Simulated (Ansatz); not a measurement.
# Na2Au (I4/mcm): equation of state with a fit

Where is the equilibrium volume of Na2Au (I4/mcm), and how stiff is it? Aim: an equation of state with a fit, for Na2Au (I4/mcm), run from a script.

Program: Ansatz 0.2.0 through its Python package. Level of theory: DFT PBEsol, plane waves, PAW. These are calculated values, not measurements.

## 1. The structure

It takes space group I4/mcm (No. 140, tetragonal). Conventional cell: a = 7.417 Å, b = 7.417 Å, c = 5.522 Å, α = 90.00°, β = 90.00°, γ = 90.00°. Na (site symmetry m2m) has 4 Au at 3.12 Å and 3 Na at 3.31 to 3.37 Å as nearest neighbours. Au (site symmetry 422) has 2 Au at 2.76 Å and 8 Na at 3.12 Å as nearest neighbours.

The script holds or builds the structure itself.

## 2. Script

eos_na2au.py

```python
import warnings

import ansatz as az
import numpy as np

vectors0 = np.array([
    [-3.7085, 3.7085, 2.761],
    [3.7085, -3.7085, 2.761],
    [3.7085, 3.7085, -2.761],
])
sites = [
    ("Na", [0.658, 0.158, 0.816]),
    ("Na", [0.158, 0.342, 0.5]),
    ("Na", [0.342, 0.842, 0.184]),
    ("Na", [0.842, 0.658, 0.5]),
    ("Au", [0.25, 0.25, 0.0]),
    ("Au", [0.75, 0.75, 0.0]),
]


def crystal_on(cell):
    crystal = az.Crystal(lattice=az.Lattice.of(cell))
    for symbol, position in sites:
        crystal = crystal.atom(symbol, position)
    return crystal

warnings.simplefilter("ignore", az.DeckWarning)

volumes, energies, pressures = [], [], []
for scale in np.linspace(0.94, 1.06, 7):
    cell = vectors0 * scale ** (1 / 3)
    setup = crystal_on(cell).calculation()
    setup = setup.functional("pbesol").occupations("cold", width=100 * az.meV)
    setup = setup.basis(500)
    setup = setup.kpoints(6, 6, 6)
    setup = setup.stress()
    report = setup.run(threads=1, pin="off").report
    volumes.append(abs(np.linalg.det(cell)) / len(sites))
    energies.append(report["free_energy_ev"] / len(sites))
    pressures.append(np.trace(report["stress_gpa"]) / 3)
    print(f"V = {volumes[-1]:8.4f} A^3/atom  F = {energies[-1]:.5f} eV/atom  P = {pressures[-1]:8.3f} GPa")

x = np.array(volumes) ** (-2 / 3)
poly = np.polynomial.Polynomial.fit(x, energies, 3).convert()
roots = poly.deriv().roots()
x0 = min((r.real for r in roots if abs(r.imag) < 1e-9 and poly.deriv(2)(r.real) > 0), key=lambda r: abs(r - x.mean()))
v0 = x0 ** -1.5
b0 = 4 / 9 * poly.deriv(2)(x0) * v0 ** (-7 / 3) * 160.21766
b1 = 4 + 2 / 3 * x0 * poly.deriv(3)(x0) / poly.deriv(2)(x0)
print(f"V0 = {v0:.4f} A^3/atom, B0 = {b0:.1f} GPa, dB/dP = {b1:.2f}")
```

## 3. What the engine is handed

The engine receives this input (first run):

```yaml
crystal:
  lattice:
    - [-3.6327950841716596, 3.6327950841716596, 2.7046372461636654]
    - [3.6327950841716596, -3.6327950841716596, 2.7046372461636654]
    - [3.6327950841716596, 3.6327950841716596, -2.7046372461636654]
  atoms:
    - { symbol: Na, position: [0.658, 0.158, 0.816] }
    - { symbol: Na, position: [0.158, 0.342, 0.5] }
    - { symbol: Na, position: [0.342, 0.842, 0.184] }
    - { symbol: Na, position: [0.842, 0.658, 0.5] }
    - { symbol: Au, position: [0.25, 0.25, 0.0] }
    - { symbol: Au, position: [0.75, 0.75, 0.0] }
basis:
  ecutwfc: 500.0
kpoints:
  mp_grid:
    grid: [6, 6, 6]
hamiltonian:
  xc: pbesol
scf:
  occupations:
    method: cold
    width: 0.1
output:
  stress: true
```

## 4. Running it

Command:

```bash
python eos_na2au.py
```

**Question.** Estimate the equilibrium volume and the bulk modulus.

The runs gave:

| quantity | value |
| --- | --- |
| runs compared | 7 |
| range of energy | 20.39 meV/atom |
| lowest point, volume (Å³/atom) | 24.302 |
| equilibrium volume (fit) | 24.34 Å³/atom |
| bulk modulus (fit) | 31 GPa |

**Reading.** A third-order Birch-Murnaghan fit through the 7 points has its minimum at 24.34 Å³ an atom, 3.8 % below the typed cell, with a bulk modulus of 31 GPa and dB/dP = 5.0. From that minimum the energy rises by 1.3 meV an atom on the compressed side and 20.4 meV on the expanded side. The window is off centre, so dB/dP is rough. Shape and fractional positions are held along the curve, so the bulk modulus is an upper value where they are free to relax. Pressure is positive in compression. Spin-orbit coupling, which matters for elements this heavy, is left out.
